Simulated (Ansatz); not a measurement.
Crystal: Cu2IBr.

```
I Br Cu
1.0
     1.96853    1.13653    6.38762
    -1.96853    1.13653    6.38762
     0.00000   -2.27306    6.38762
I Br Cu
1 1 2
Direct
  0.00000 0.00000 0.00000
  0.50000 0.50000 0.50000
  0.24903 0.24903 0.24903
  0.75097 0.75097 0.75097
```

The cell comes from a database or a generator and needn't be the stable form of this composition.

Base run:

* Program: Ansatz 0.2.0
* Functional: LDA
* Potentials or basis: Ansatz PAW
* Cutoff: 420 eV (not typed: the program's choice for these potentials)
* k mesh: 8 × 8 × 8
* Occupations: fermi-dirac, width 0.05 eV
* Spin: no spin polarisation
* Hubbard terms: Cu d U = 5 eV

Its results: band gap on the k mesh 0.48 eV, indirect (least direct gap 0.63 eV); pressure -4.4 GPa; largest force 0.042 eV/Å.

The run is repeated on the same cell with these changes: hubbard terms from Cu d U = 5 eV to Cu d U = 4 eV. What comes out?

Band gap on the k mesh 0.35 eV, indirect (least direct gap 0.48 eV); pressure -4.6 GPa; largest force 0.034 eV/Å.

Caveats: spin-orbit coupling is left out, which moves the levels of the heavy elements; the PAW data sets come from PBE, with cores solved anew for the run's functional, which leaves a small shift of forces and pressure.
